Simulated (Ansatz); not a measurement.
**GeAsH₅ (built from SMILES [AsH3].[GeH2]): search for a transition state**

Wanted: the transition state of a insertion of a carbenoid (form Ge1–H2, Ge1–As3 and break H2–As3). The guess is relaxed with those distances held, a saddle search follows, and vibrations and two downhill relaxations check it.

Method: PBE0-D4, def2-SVP first, then def2-TZVP; program: Ansatz 0.2.0, Gaussian basis.

114 further runs of the same task are left out: 114 set aside as unsound or not needed.

## 1. The system as given

The guess: 7 atoms, charge 0, spin multiplicity 1.

Atoms are counted from 1 here; the program's logs count them from 0.

Bond lengths: Ge1–H2 1.662 Å, Ge1–H4 1.594 Å, Ge1–H5 1.598 Å, As3–H6 1.501 Å, As3–H7 1.506 Å. Angles: H2–Ge1–H4 92.2°, H2–Ge1–H5 91.2°, H4–Ge1–H5 90.5°, H6–As3–H7 88.7°.

As a file:

```xyz
7

Ge   -1.7083    0.4006    0.2185
H    -0.5825   -0.4979   -0.6112
As    1.2390   -0.0097   -0.0212
H    -0.9042    1.7540   -0.0343
H    -0.9254    0.1746    1.5927
H     1.3423   -1.4696    0.3123
H     1.5391   -0.3520   -1.4569
```

Distances that are to change: Ge1–H2 1.66 Å, Ge1–As3 2.99 Å, H2–As3 1.98 Å.

## 2. Constrained relaxation of the guess

The input, hold/in.yaml:

```yaml
crystal:
  periodic: [false, false, false]
  atoms:
    - {symbol: Ge, position_ang: [-1.708300, 0.400600, 0.218500]}
    - {symbol: H, position_ang: [-0.582500, -0.497900, -0.611200]}
    - {symbol: As, position_ang: [1.239000, -0.009700, -0.021200]}
    - {symbol: H, position_ang: [-0.904200, 1.754000, -0.034300]}
    - {symbol: H, position_ang: [-0.925400, 0.174600, 1.592700]}
    - {symbol: H, position_ang: [1.342300, -1.469600, 0.312300]}
    - {symbol: H, position_ang: [1.539100, -0.352000, -1.456900]}
basis:
  gaussian: {orbitals: def2-SVP}
hamiltonian: {xc: pbe0, dispersion: d4}
relax: {f_tol: 0.08, max_steps: 120, escape_saddle: false, constraints: [{distance: [0, 1]}, {distance: [0, 2]}, {distance: [1, 2]}]}
```

Run with:

```sh
> ansatz run in.yaml --threads 2 --pin off --events-out ev --progress --plain --max-ram 4352MiB
```

The log of the run, cut to the lines that bear on the results:

```text
Functional definition: PBE0
  name "PBE0"
  cite "Adamo & Barone, J. Chem. Phys. 110, 6158 (1999) doi:10.1063/1.478522"
  cite "Perdew, Burke & Ernzerhof, Phys. Rev. Lett. 77, 3865 (1996) doi:10.1103/PhysRevLett.77.3865"
  parent pbe
[...]
955 factors; integrals over basis functions are off by at most 3.0e-4 eV
[...]
mean field -117409.67282396 eV, -4314.7258931458 hartree, gradient 2.2e-5 eV, S^2 0.000000; 0 other end points of the search recorded, 0 dependent functions left out
[...]
reference -117409.67284679 eV, -4314.7258939849 hartree; 35, 35 occupied and 54, 54 virtual orbitals, 955 factors
relax step   1: F+E_penalty+E_count = -117409.78353898 eV  Δ(F+E_penalty+E_count) = +0.000e0 eV  max|allowed force component| = 5.463e-1 eV/Å  Δτ_max = 0.0000 Å  (24 SCF iters, accepted)
[...]
relax step   3: F+E_penalty+E_count = -117409.92244907 eV  Δ(F+E_penalty+E_count) = -2.252e-2 eV  max|allowed force component| = 2.456e-1 eV/Å  Δτ_max = 0.0404 Å  (23 SCF iters, accepted)
[...]
relax step   4: F+E_penalty+E_count = -117409.92912172 eV  Δ(F+E_penalty+E_count) = -6.673e-3 eV  max|allowed force component| = 5.033e-2 eV/Å  Δτ_max = 0.0303 Å  (25 SCF iters, accepted)
  distance Ge 0 - H 1 held at 1.662267 Å   reaction = +1.5286e-1 eV/Å
  distance Ge 0 - As 2 held at 2.985361 Å   reaction = +4.7919e-1 eV/Å
  distance H 1 - As 2 held at 1.975931 Å   reaction = +4.0443e-1 eV/Å
955 factors; integrals over basis functions are off by at most 2.8e-4 eV
[...]
mean field -117409.82029950 eV, -4314.7313127722 hartree, gradient 3.5e-5 eV, S^2 0.000000; 1 other end points of the search recorded, 0 dependent functions left out
[...]
reference -117409.82032253 eV, -4314.7313136185 hartree; 35, 35 occupied and 54, 54 virtual orbitals, 955 factors
Total energy: -117409.92914475 eV, -4314.7353127611 hartree
Atom 0 at    -1.575766     0.413891     0.225690 Å, force     0.542240    -0.210841    -0.167506 eV/Å
Atom 1 at    -0.477537    -0.512041    -0.610775 Å, force     0.288672     0.153768     0.174463 eV/Å
Atom 2 at     1.359948    -0.055660    -0.045385 Å, force    -0.858725     0.007585    -0.049885 eV/Å
Atom 3 at    -1.067738     1.872050    -0.042784 Å, force     0.026526     0.042927     0.012878 eV/Å
Atom 4 at    -1.100963     0.196369     1.704835 Å, force     0.018841     0.016641     0.043094 eV/Å
Atom 5 at     1.353091    -1.542918     0.302174 Å, force    -0.006166    -0.011317     0.001846 eV/Å
Atom 6 at     1.508965    -0.371692    -1.533855 Å, force    -0.011388     0.001236    -0.014891 eV/Å
Dipole moment:     0.176569    -0.107383    -0.068174 e Å
```

Wall time 9.5 s (2 threads of Arm Neoverse V1, shared host).

Relaxation path:

```tsv
step	energy from step 1 (eV)	largest force component (eV/Å)
1	0.0000	0.5463
2	-0.1164	0.4191
3	-0.1389	0.2456
4	-0.1456	0.0503
```

Close pairs (by a distance rule), those that changed most:

```tsv
bond	before (Å)	after (Å)	change (Å)
Ge1–H5	1.598	1.569	-0.029
Ge1–H4	1.594	1.567	-0.027
As3–H6	1.501	1.527	+0.026
As3–H7	1.506	1.529	+0.023
Ge1–H2	1.662	1.662	+0.000
```

## 3. A starting Hessian

The input, hessian/in.yaml:

```yaml
crystal:
  periodic: [false, false, false]
  atoms:
    - {symbol: Ge, position_ang: [-1.575766, 0.413891, 0.225690]}
    - {symbol: H, position_ang: [-0.477537, -0.512041, -0.610775]}
    - {symbol: As, position_ang: [1.359948, -0.055660, -0.045385]}
    - {symbol: H, position_ang: [-1.067738, 1.872050, -0.042784]}
    - {symbol: H, position_ang: [-1.100963, 0.196369, 1.704835]}
    - {symbol: H, position_ang: [1.353091, -1.542918, 0.302174]}
    - {symbol: H, position_ang: [1.508965, -0.371692, -1.533855]}
basis:
  gaussian: {orbitals: def2-SVP}
hamiltonian: {xc: pbe0, dispersion: d4}
phonons: {}
scf: {lower_state_search: off}
```

Run with:

```sh
> ansatz run in.yaml --threads 2 --pin off --events-out ev --progress --plain --max-ram 4352MiB
```

The log of the run, cut to the lines that bear on the results:

```text
[... 5 set-up lines as earlier in the session ...]
[...]
954 factors; integrals over basis functions are off by at most 3.1e-4 eV
[...]
mean field -117409.82030018 eV, -4314.7313127970 hartree, gradient 5.2e-6 eV, S^2 0.000000; 0 other end points of the search recorded, 0 dependent functions left out
[...]
reference -117409.82032334 eV, -4314.7313136484 hartree; 35, 35 occupied and 54, 54 virtual orbitals, 954 factors
[... from here to the last solve, the lines of the solves are left out (41 solves) ...]
954 factors; integrals over basis functions are off by at most 3.1e-4 eV
[...]
mean field -117409.82028879 eV, -4314.7313123785 hartree, gradient 1.6e-6 eV, S^2 0.000000; 0 other end points of the search recorded, 0 dependent functions left out
[...]
WARN: phonons: modes at or below zero, which the zero-point energy, F, S and C_V leave out: 1, the lowest at -538.39 cm⁻¹. A minimum has none, and a first-order saddle one
[...]
Total energy: -117409.92914555 eV, -4314.7353127907 hartree
Atom 0 at    -1.575766     0.413891     0.225690 Å, force     0.542169    -0.210906    -0.167480 eV/Å
Atom 1 at    -0.477537    -0.512041    -0.610775 Å, force     0.288680     0.153784     0.174436 eV/Å
Atom 2 at     1.359948    -0.055660    -0.045385 Å, force    -0.858657     0.007655    -0.050006 eV/Å
Atom 3 at    -1.067738     1.872050    -0.042784 Å, force     0.026533     0.042935     0.012927 eV/Å
Atom 4 at    -1.100963     0.196369     1.704835 Å, force     0.018878     0.016666     0.043045 eV/Å
Atom 5 at     1.353091    -1.542918     0.302174 Å, force    -0.006235    -0.011362     0.001894 eV/Å
Atom 6 at     1.508965    -0.371692    -1.533855 Å, force    -0.011368     0.001228    -0.014815 eV/Å
Dipole moment:     0.176568    -0.107383    -0.068174 e Å
Vibrations: -538.39 104.75 143.29 369.04 500.22 632.80 649.86 882.38 932.38 997.64 1652.74 2023.21 2046.09 2208.25 2228.57 cm⁻¹, zero-point energy 0.952895 eV
Checks for a lower state left out: stability, starts, cluster_reference, orbital_swaps, neighbouring_geometries, increment
```

Run time: 56 s. Hardware: 2 threads of Arm Neoverse V1, shared host.

The structure is not stationary yet, so these wavenumbers are no spectrum; the search needs only the force constants.

## 4. Saddle search in the small basis

The search itself is an outer loop (partitioned rational-function steps, Bofill update of the Hessian). Each step is one single-point run with forces. It stops when the largest force is under 0.03 eV/Å and the followed curvature is negative. The first step's input:

The input, presaddle/in.yaml:

```yaml
crystal:
  periodic: [false, false, false]
  atoms:
    - {symbol: Ge, position_ang: [-1.575766, 0.413891, 0.225690]}
    - {symbol: H, position_ang: [-0.477537, -0.512041, -0.610775]}
    - {symbol: As, position_ang: [1.359948, -0.055660, -0.045385]}
    - {symbol: H, position_ang: [-1.067738, 1.872050, -0.042784]}
    - {symbol: H, position_ang: [-1.100963, 0.196369, 1.704835]}
    - {symbol: H, position_ang: [1.353091, -1.542918, 0.302174]}
    - {symbol: H, position_ang: [1.508965, -0.371692, -1.533855]}
basis:
  gaussian: {orbitals: def2-SVP}
hamiltonian: {xc: pbe0, dispersion: d4}
output: {forces: true}
scf: {lower_state_search: off}
```

Run with:

```sh
> ansatz run in.yaml --threads 2 --pin off --events-out ev --progress --plain --max-ram 4352MiB
```

Step by step:

```tsv
step	energy (eV)	largest force (eV/Å)	followed curvature (eV/Å²)
1	-117409.92912	0.8587	-2.30
2	-117409.99365	0.2236	-2.44
3	-117409.99660	0.1730	-2.44
4	-117409.99809	0.0421	-2.44
5	-117409.99872	0.0201	-2.44
```

The 5 steps took 7.6 s in all (2 threads of Arm Neoverse V1, shared host).

## 5. Saddle search in triple zeta

The search itself is an outer loop (partitioned rational-function steps, Bofill update of the Hessian). Each step is one single-point run with forces. It stops when the largest force is under 0.008 eV/Å and the followed curvature is negative. The first step's input:

The input, saddle/in.yaml:

```yaml
crystal:
  periodic: [false, false, false]
  atoms:
    - {symbol: Ge, position_ang: [-1.457017, 0.385769, 0.213439]}
    - {symbol: H, position_ang: [-0.497621, -0.608342, -0.604524]}
    - {symbol: As, position_ang: [1.268203, -0.027611, 0.024145]}
    - {symbol: H, position_ang: [-0.964802, 1.825404, -0.130665]}
    - {symbol: H, position_ang: [-1.057234, 0.196618, 1.709803]}
    - {symbol: H, position_ang: [1.289422, -1.535581, 0.270611]}
    - {symbol: H, position_ang: [1.419048, -0.236257, -1.482909]}
basis:
  gaussian: {orbitals: def2-TZVP}
hamiltonian: {xc: pbe0, dispersion: d4}
output: {forces: true}
scf: {lower_state_search: off}
```

Run with:

```sh
> ansatz run in.yaml --threads 2 --pin off --events-out ev --progress --plain --max-ram 4352MiB
```

Step by step:

```tsv
step	energy (eV)	largest force (eV/Å)	followed curvature (eV/Å²)
1	-117424.69085	0.0360	-2.44
2	-117424.69109	0.0551	-2.42
3	-117424.69128	0.0065	-2.58
```

The 3 steps took 5.9 s in all (2 threads of Arm Neoverse V1, shared host).

Geometry at the end of the search:

```tsv
atom	x (Å)	y (Å)	z (Å)
Ge1	-1.45186	0.38343	0.21573
H2	-0.50472	-0.63733	-0.57694
As3	1.26509	-0.03791	0.04521
H4	-0.94333	1.80636	-0.16223
H5	-1.06702	0.22496	1.71699
H6	1.29229	-1.55313	0.22829
H7	1.40955	-0.18638	-1.46714
```

Followed mode, largest move set to 1: H2 (-0.87, -0.28, -0.40); Ge1 (0.66, 0.00, 0.02); As3 (0.45, 0.21, 0.20); H5 (0.01, -0.24, 0.06).

## 6. Vibrations at the point found

The input, vib/in.yaml:

```yaml
crystal:
  periodic: [false, false, false]
  atoms:
    - {symbol: Ge, position_ang: [-1.451860, 0.383430, 0.215727]}
    - {symbol: H, position_ang: [-0.504723, -0.637331, -0.576938]}
    - {symbol: As, position_ang: [1.265094, -0.037908, 0.045207]}
    - {symbol: H, position_ang: [-0.943330, 1.806360, -0.162234]}
    - {symbol: H, position_ang: [-1.067018, 0.224959, 1.716990]}
    - {symbol: H, position_ang: [1.292287, -1.553131, 0.228285]}
    - {symbol: H, position_ang: [1.409549, -0.186379, -1.467138]}
basis:
  gaussian: {orbitals: def2-TZVP}
hamiltonian: {xc: pbe0, dispersion: d4}
phonons: {temperatures: {t_min: 298.15, t_max: 900, t_step: 200}}
```

Run with:

```sh
> ansatz run in.yaml --threads 2 --pin off --events-out ev --progress --plain --max-ram 4352MiB
```

The log of the run, cut to the lines that bear on the results:

```text
[... 5 set-up lines as earlier in the session ...]
[...]
1044 factors; their error is unknown
[...]
mean field -117424.58359358 eV, -4315.2738538227 hartree, gradient 9.9e-6 eV, S^2 0.000000; 0 other end points of the search recorded, 0 dependent functions left out
[...]
reference -117424.58362104 eV, -4315.2738548316 hartree; 35, 35 occupied and 91, 91 virtual orbitals, 1044 factors
[... from here to the last solve, the lines of the solves are left out (41 solves) ...]
1044 factors; their error is unknown
mean field -117424.58355592 eV, -4315.2738524388 hartree, gradient 2.1e-6 eV, S^2 0.000000; 0 other end points of the search recorded, 0 dependent functions left out
[...]
reference -117424.58358339 eV, -4315.2738534480 hartree; 35, 35 occupied and 91, 91 virtual orbitals, 1044 factors
WARN: phonons: modes at or below zero, which the zero-point energy, F, S and C_V leave out: 1, the lowest at -532.92 cm⁻¹. A minimum has none, and a first-order saddle one
Total energy: -117424.69127738 eV, -4315.2778111294 hartree
Atom 0 at    -1.451860     0.383430     0.215727 Å, force     0.006136    -0.003733     0.001099 eV/Å
Atom 1 at    -0.504723    -0.637331    -0.576938 Å, force    -0.003122     0.004218     0.001096 eV/Å
Atom 2 at     1.265094    -0.037908     0.045207 Å, force     0.001157    -0.002275     0.006468 eV/Å
Atom 3 at    -0.943330     1.806360    -0.162234 Å, force    -0.003084     0.000514    -0.001723 eV/Å
Atom 4 at    -1.067018     0.224959     1.716990 Å, force    -0.000998     0.001117    -0.001444 eV/Å
Atom 5 at     1.292287    -1.553131     0.228285 Å, force    -0.000327    -0.000088    -0.000766 eV/Å
Atom 6 at     1.409549    -0.186379    -1.467138 Å, force     0.000238     0.000246    -0.004732 eV/Å
Dipole moment:     0.093944    -0.069605    -0.051068 e Å
Vibrations: -532.92 87.00 201.48 426.24 526.98 677.65 686.46 861.32 922.63 986.33 1868.73 2049.31 2070.82 2192.35 2207.28 cm⁻¹, zero-point energy 0.977280 eV
```

Run time: 86 s. Hardware: 2 threads of Arm Neoverse V1, shared host.

The modes, with what each moves most:

```tsv
mode	wavenumber (cm⁻¹)	character
1	533i	changes H2–As3
2	87	torsion
3	201	Ge–As stretch
4	426	bend with torsion
5	527	bend
6	678	bend
7	686	bend
8	861	bend with torsion
9	923	bend with torsion
10	986	torsion with bend
11	1869	Ge–H stretch
12	2049	Ge–H stretch
13	2071	Ge–H stretch
14	2192	As–H stretch
15	2207	As–H stretch
```

Vibrational sums (real modes only):

```tsv
T (K)	entropy (J/mol/K)	heat capacity (J/mol/K)
298	35.0	40.1
498	60.8	60.8
698	83.8	75.5
898	104.2	86.1
```

## 7. Relaxing after a step of 0.30 Å one way along the mode

The input, downa/in.yaml:

```yaml
crystal:
  periodic: [false, false, false]
  atoms:
    - {symbol: Ge, position_ang: [-1.254452, 0.383478, 0.222231]}
    - {symbol: H, position_ang: [-0.766282, -0.721659, -0.697253]}
    - {symbol: As, position_ang: [1.401561, 0.024271, 0.106340]}
    - {symbol: H, position_ang: [-0.947299, 1.827887, -0.213923]}
    - {symbol: H, position_ang: [-1.063127, 0.152708, 1.734439]}
    - {symbol: H, position_ang: [1.270360, -1.499955, 0.275094]}
    - {symbol: H, position_ang: [1.359240, -0.166730, -1.427028]}
basis:
  gaussian: {orbitals: def2-TZVP}
hamiltonian: {xc: pbe0, dispersion: d4}
relax: {f_tol: 0.005, max_steps: 200}
```

Run with:

```sh
> ansatz run in.yaml --threads 2 --pin off --events-out ev --progress --plain --max-ram 4352MiB
```

The log of the run, cut to the lines that bear on the results:

```text
[... 5 set-up lines as earlier in the session ...]
[...]
1044 factors; their error is unknown
[...]
mean field -117424.83723089 eV, -4315.2831748218 hartree, gradient 3.1e-5 eV, S^2 0.000000; 0 other end points of the search recorded, 0 dependent functions left out
[...]
reference -117424.83725791 eV, -4315.2831758148 hartree; 35, 35 occupied and 91, 91 virtual orbitals, 1044 factors
relax step   1: F+E_penalty+E_count = -117424.94498699 eV  Δ(F+E_penalty+E_count) = +0.000e0 eV  max|allowed force component| = 1.411e0 eV/Å  Δτ_max = 0.0000 Å  (25 SCF iters, accepted)
[...]
reference -117426.41638985 eV, -4315.3412078432 hartree; 35, 35 occupied and 91, 91 virtual orbitals, 1044 factors
Total energy: -117426.52089351 eV, -4315.3450482820 hartree
Atom 0 at    -0.791917     0.325617     0.213053 Å, force     0.000125     0.001517     0.000471 eV/Å
Atom 1 at    -1.555226    -0.671918    -0.672491 Å, force    -0.000572    -0.000642    -0.000433 eV/Å
Atom 2 at     1.612332     0.016670     0.129788 Å, force     0.000374     0.001749     0.001329 eV/Å
Atom 3 at    -1.109553     1.757380    -0.247939 Å, force     0.000053    -0.000615    -0.000110 eV/Å
Atom 4 at    -1.248717     0.159936     1.671541 Å, force     0.000466    -0.000245    -0.000314 eV/Å
Atom 5 at     1.485970    -1.491790     0.294724 Å, force    -0.000198    -0.001225    -0.000574 eV/Å
Atom 6 at     1.607112    -0.095894    -1.388777 Å, force    -0.000247    -0.000540    -0.000370 eV/Å
Dipole moment:    -0.053476    -0.048727    -0.044223 e Å
```

Wall time 31 s (2 threads of Arm Neoverse V1, shared host).

Step by step:

```tsv
step	energy from step 1 (eV)	largest force component (eV/Å)
1	0.0000	1.4107
2	-0.4687	2.2231
3	-1.1411	1.5149
4	-1.4435	1.2155
5	-1.5178	0.8896
6	-1.5655	0.1149
7	-1.5687	0.1527
8	-1.5755	0.0380
9	-1.5759	0.0070
10	-1.5759	0.0007
11	-1.5759	0.0017
```

Distances of close pairs at the start and the end, largest changes first:

```tsv
bond	before (Å)	after (Å)	change (Å)
Ge1–As3	2.683	2.425	-0.257
As3–H7	1.546	1.523	-0.023
Ge1–H2	1.518	1.537	+0.019
As3–H6	1.539	1.523	-0.016
Ge1–H5	1.542	1.537	-0.004
Ge1–H4	1.540	1.537	-0.002
```

## 8. Relaxing after a step of 0.30 Å the other way along the mode

The input, downb/in.yaml:

```yaml
crystal:
  periodic: [false, false, false]
  atoms:
    - {symbol: Ge, position_ang: [-1.649268, 0.383382, 0.209223]}
    - {symbol: H, position_ang: [-0.243163, -0.553004, -0.456623]}
    - {symbol: As, position_ang: [1.128627, -0.100087, -0.015925]}
    - {symbol: H, position_ang: [-0.939360, 1.784834, -0.110546]}
    - {symbol: H, position_ang: [-1.070909, 0.297209, 1.699541]}
    - {symbol: H, position_ang: [1.314214, -1.606306, 0.181476]}
    - {symbol: H, position_ang: [1.459859, -0.206028, -1.507247]}
basis:
  gaussian: {orbitals: def2-TZVP}
hamiltonian: {xc: pbe0, dispersion: d4}
relax: {f_tol: 0.005, max_steps: 200}
```

Run with:

```sh
> ansatz run in.yaml --threads 2 --pin off --events-out ev --progress --plain --max-ram 4352MiB
```

The log of the run, cut to the lines that bear on the results:

```text
[... 5 set-up lines as earlier in the session ...]
[...]
1044 factors; their error is unknown
[...]
mean field -117424.49340603 eV, -4315.2705394912 hartree, gradient 1.6e-5 eV, S^2 0.000000; 0 other end points of the search recorded, 0 dependent functions left out
[...]
reference -117424.49343272 eV, -4315.2705404721 hartree; 35, 35 occupied and 91, 91 virtual orbitals, 1044 factors
relax step   1: F+E_penalty+E_count = -117424.60616326 eV  Δ(F+E_penalty+E_count) = +0.000e0 eV  max|allowed force component| = 1.927e0 eV/Å  Δτ_max = 0.0000 Å  (26 SCF iters, accepted)
[...]
reference -117424.63858371 eV, -4315.2758746727 hartree; 35, 35 occupied and 91, 91 virtual orbitals, 1044 factors
Total energy: -117424.74974610 eV, -4315.2799598152 hartree
Atom 0 at    -1.650384     0.398483     0.216284 Å, force     0.000193     0.000557    -0.001217 eV/Å
Atom 1 at    -0.327196    -0.549742    -0.475295 Å, force    -0.000878     0.000975     0.000755 eV/Å
Atom 2 at     1.215957    -0.117706    -0.012030 Å, force    -0.001033    -0.000721    -0.000690 eV/Å
Atom 3 at    -0.984651     1.803789    -0.087447 Å, force    -0.000328    -0.000196    -0.000358 eV/Å
Atom 4 at    -1.110023     0.324068     1.703664 Å, force     0.000221    -0.000442     0.001428 eV/Å
Atom 5 at     1.370997    -1.626101     0.164978 Å, force     0.001021    -0.000005    -0.000147 eV/Å
Atom 6 at     1.485301    -0.232790    -1.510254 Å, force     0.000805    -0.000168     0.000229 eV/Å
Dipole moment:     0.260746    -0.124327    -0.084964 e Å
```

Run time: 24 s. Hardware: 2 threads of Arm Neoverse V1, shared host.

Relaxation path:

```tsv
step	energy from step 1 (eV)	largest force component (eV/Å)
1	0.0000	1.9268
2	-0.1195	0.3325
3	-0.1330	0.2306
4	-0.1386	0.1030
5	-0.1426	0.0677
6	-0.1435	0.0192
7	-0.1435	0.0085
8	-0.1436	0.0014
```

Distances of close pairs at the start and the end, largest changes first:

```tsv
bond	before (Å)	after (Å)	change (Å)
H2–As3	1.510	1.668	+0.158
Ge1–As3	2.829	2.921	+0.093
Ge1–H2	1.816	1.769	-0.047
Ge1–H4	1.603	1.584	-0.019
Ge1–H5	1.601	1.584	-0.017
As3–H7	1.531	1.527	-0.005
As3–H6	1.530	1.527	-0.004
```

## 9. What the saddle joins

```tsv
pair	start side (Å)	saddle (Å)	end side (Å)
Ge1–H2	1.769	1.602	1.537
Ge1–As3	2.921	2.755	2.425
H2–As3	1.668	1.969	3.339
```

## 10. What came out

```
                       quantity                                            value
                 imaginary mode                                        533i cm⁻¹
    barrier from the start side                                     1.3 kcal/mol
      barrier from the end side                                    42.2 kcal/mol
             energy of the step                                   -40.8 kcal/mol
              pairs that change  Ge1–H2 tightened, Ge1–As3 formed, H2–As3 broken
zero-point energy at the saddle                                         0.977 eV
```

**Reading.** The point has a single imaginary mode (533i cm⁻¹), as a transition state must. Going downhill both ways gives the intended start and end. At PBE0-D4/def2-TZVP the electronic barrier is 1.3 kcal/mol, about 2 kT at 298 K, and the step runs 40.8 kcal/mol downhill. A step off the saddle overshot and began above it in energy, so the link to its end is likely but not proven. The ends are the nearest minima, not always the lowest complexes.
